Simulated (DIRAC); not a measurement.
# SiBr+: M05/dyall-v2z (DC-SSSS, uncontracted yes)

Aim: the energy change on altering one bond length of SiBr+ at M05/dyall-v2z (DC-SSSS, uncontracted yes), from 2 runs. 

The results are computed with DIRAC 26.1 (patched).

19 further runs of the same task are left out: 3 that didn't finish, 16 set aside as unsound or not needed.

### 1 Starting point

SiBr+: 2 atoms, total charge +1, spin state singlet. The shape was relaxed beforehand at PBE0/X2C-1eSO.

Bond lengths: Si1–Br2 2.129 Å.

### 2 A single-point energy at M05/dyall-v2z (DC-SSSS, uncontracted yes)

BrSi.xyz

```xyz
2

Si      0.00000000      0.00000000      0.00000000
Br      0.00000000      0.00000000      2.12898927
```

dft.inp

```
**DIRAC
.WAVE FUNCTION
.PROPERTIES
**HAMILTONIAN
.DOSSSS
.DFTAUTO
M05
**INTEGRALS
*READIN
.UNCONTRACT
**WAVE FUNCTION
.SCF
**PROPERTIES
.DIPOLE
**MOLECULE
*BASIS
.DEFAULT
dyall.v2z
*CHARGE
.CHARGE
 1
*END OF INPUT
```

The run is started by

```bash
$ pam --inp=dft.inp --mol=BrSi.xyz --noarch --mw=163 --aw=368
```

The program printed:

```text
[...]
   for large components
[...]
 Ordinary (field-free non-relativistic) Hamiltonian integrals not calculated.
[...]
Full group is:  C(oo,v)
Represented as: C2v
[...]
* Using the automatic differentiation xc functional:
[...]
   Total charge of atoms =  49
[...]
 * Number of fermion irreps: 1
[...]
It.    1    -1571.032418698      0.00D+00  0.00D+00  0.00D+00               0.13440400s   Atom. scrpot
[...]
It.   13    -2896.877038341     -3.18D-11 -1.92D-07  6.33D-08   DIIS   9    5.98000000s   LL SL SS
[...]
* Convergence after   13 iterations.
[...]
                                   TOTAL ENERGY
                                   ------------
   Charge of molecule : 1
   Electronic energy                        :    -3018.6704343061861
   Other contributions to the total energy
   Nuclear repulsion energy                 :      121.7933959651004
[...]
   Total energy                             :    -2896.8770383410856
[...]
  * Closed shell, f = 1.0000
   -491.5099667243  ( 2)       -66.7121426479  ( 2)       -64.8260166464  ( 2)       -58.2856671698  ( 2)       -56.5412262756  ( 2)
     -9.3958760839  ( 2)        -7.1018685366  ( 2)        -6.8511618757  ( 2)        -5.7271036886  ( 2)        -4.0382658617  ( 2)
     -4.0110564221  ( 2)        -2.9004334593  ( 2)        -2.8604231985  ( 2)        -1.0931303176  ( 2)        -0.7519996423  ( 2)
     -0.5914151167  ( 2)        -0.5702145708  ( 2)
[...]
  * Closed shell, f = 1.0000
    -56.5404362724  ( 2)        -6.8476028652  ( 2)        -4.0163213478  ( 2)        -2.8963381893  ( 2)        -2.8583728258  ( 2)
     -0.5786646837  ( 2)
  * Virtual eigenvalues, f = 0.0000
     -0.3367138837  ( 2)         0.0416078981  ( 2)         0.0958378252  ( 2)         0.0984215680  ( 2)         0.3643770326  ( 2)
[...]
  * Closed shell, f = 1.0000
     -2.8549939469  ( 2)
  * Virtual eigenvalues, f = 0.0000
      0.0982072134  ( 2)         0.3744341934  ( 2)         3.5271118003  ( 2)        14.2733672867  ( 2)        47.3086916677  ( 2)
    153.8810431772  ( 2)       572.4652889116  ( 2)
[...]
* HOMO - LUMO gap:
    E(LUMO) :    -0.33903762 au (symmetry E1 )
  - E(HOMO) :    -0.57021457 au (symmetry E1 )
  ------------------------------------------
    gap     :     0.23117695 au
[...]
* Dipole moment:
          Electronic               Nuclear                  Total
          contribution             contribution             contribution
----------------------------------------------------------------------------
x         0.00000000 Debye         0.00000000 Debye         0.00000000 Debye
y         0.00000000 Debye         0.00000000 Debye         0.00000000 Debye
z         7.05172224 Debye       -12.02147503 Debye        -4.96975279 Debye
----------------------------------------------------------------------------
[...]
```

Run time: 86 s. Hardware: 1 thread of Arm Neoverse V1, shared host; peak memory 0.12 GiB.

### 3 The distorted shape, same level

BrSi.xyz

```xyz
2
BrSi
Si      0.00000000      0.00000000      0.21290000
Br      0.00000000      0.00000000      2.12900000
```

calc.inp

```
! DIRAC input
**DIRAC
.TITLE
 BrSi
.WAVE FUNCTION
.PROPERTIES
**HAMILTONIAN
.DOSSSS
.DFTAUTO
M05
**INTEGRALS
*READIN
.UNCONTRACT
**WAVE FUNCTION
.SCF
**PROPERTIES
.DIPOLE
**MOLECULE
*BASIS
.DEFAULT
dyall.v2z
*CHARGE
.CHARGE
 1
*END OF
```

The run is started by

```bash
$ pam --inp=calc.inp --mol=BrSi.xyz --noarch --mw=163 --aw=368
```

The program printed:

```text
[...]
   for large components
[...]
 Ordinary (field-free non-relativistic) Hamiltonian integrals not calculated.
[...]
Full group is:  C(oo,v)
Represented as: C2v
[...]
* Using the automatic differentiation xc functional:
[...]
   Total charge of atoms =  49
[...]
 * Number of fermion irreps: 1
[...]
It.    1    -1559.484585311      0.00D+00  0.00D+00  0.00D+00               0.13721500s   Atom. scrpot
[...]
It.   13    -2896.853479519      3.68D-11  1.06D-07  4.13D-08   DIIS   9    6.01400000s   LL SL SS
[...]
* Convergence after   13 iterations.
[...]
                                   TOTAL ENERGY
                                   ------------
   Charge of molecule : 1
   Electronic energy                        :    -3032.1787930024316
   Other contributions to the total energy
   Nuclear repulsion energy                 :      135.3253134839309
[...]
   Total energy                             :    -2896.8534795185005
[...]
  * Closed shell, f = 1.0000
   -491.5315405784  ( 2)       -66.6847034388  ( 2)       -64.8495753803  ( 2)       -58.3089769937  ( 2)       -56.5643614713  ( 2)
     -9.4213157645  ( 2)        -7.1273869573  ( 2)        -6.8763826042  ( 2)        -5.7067639884  ( 2)        -4.0172297310  ( 2)
     -3.9911180038  ( 2)        -2.9260174892  ( 2)        -2.8861194515  ( 2)        -1.1426594059  ( 2)        -0.7658333380  ( 2)
     -0.6276066647  ( 2)        -0.5624098893  ( 2)
[...]
  * Closed shell, f = 1.0000
    -56.5640336388  ( 2)        -6.8736151789  ( 2)        -3.9948340295  ( 2)        -2.9225263448  ( 2)        -2.8840594084  ( 2)
     -0.6164350071  ( 2)
  * Virtual eigenvalues, f = 0.0000
     -0.3196660357  ( 2)         0.0264386771  ( 2)         0.0922931883  ( 2)         0.1154971551  ( 2)         0.3550188748  ( 2)
[...]
  * Closed shell, f = 1.0000
     -2.8814471886  ( 2)
  * Virtual eigenvalues, f = 0.0000
      0.0922572651  ( 2)         0.3616318490  ( 2)         3.5013629001  ( 2)        14.2480562762  ( 2)        47.2847224954  ( 2)
    153.8581369999  ( 2)       572.4435539938  ( 2)
[...]
* HOMO - LUMO gap:
    E(LUMO) :    -0.32232952 au (symmetry E1 )
  - E(HOMO) :    -0.56240989 au (symmetry E1 )
  ------------------------------------------
    gap     :     0.24008037 au
[...]
* Dipole moment:
          Electronic               Nuclear                  Total
          contribution             contribution             contribution
----------------------------------------------------------------------------
x         0.00000000 Debye         0.00000000 Debye         0.00000000 Debye
y         0.00000000 Debye         0.00000000 Debye         0.00000000 Debye
z         7.48063359 Debye       -10.81938206 Debye        -3.33874847 Debye
----------------------------------------------------------------------------
[...]
```

Wall time 91 s (1 thread of Arm Neoverse V1, shared host); peak memory 0.12 GiB.

### 4 Summary of results

Level: M05/dyall-v2z (DC-SSSS, uncontracted yes).

```
                                                           quantity           value
                                          first shape: total energy  -2896.87704 Eh
                                           first shape: HOMO energy       -15.52 eV
                                           first shape: LUMO energy        -9.23 eV
                                         first shape: HOMO–LUMO gap         6.29 eV
                                      distorted shape: total energy  -2896.85348 Eh
                                       distorted shape: HOMO energy       -15.30 eV
                                       distorted shape: LUMO energy        -8.77 eV
                                     distorted shape: HOMO–LUMO gap         6.53 eV
energy change with the Si1–Br2 bond shortened from 2.129 to 1.916 Å        0.641 eV
```

What this shows: With the Si1–Br2 bond shortened from 2.129 to 1.916 Å the energy rises by 0.64 eV (14.8 kcal/mol). The first shape isn't relaxed at this level, so the change isn't measured from a minimum.
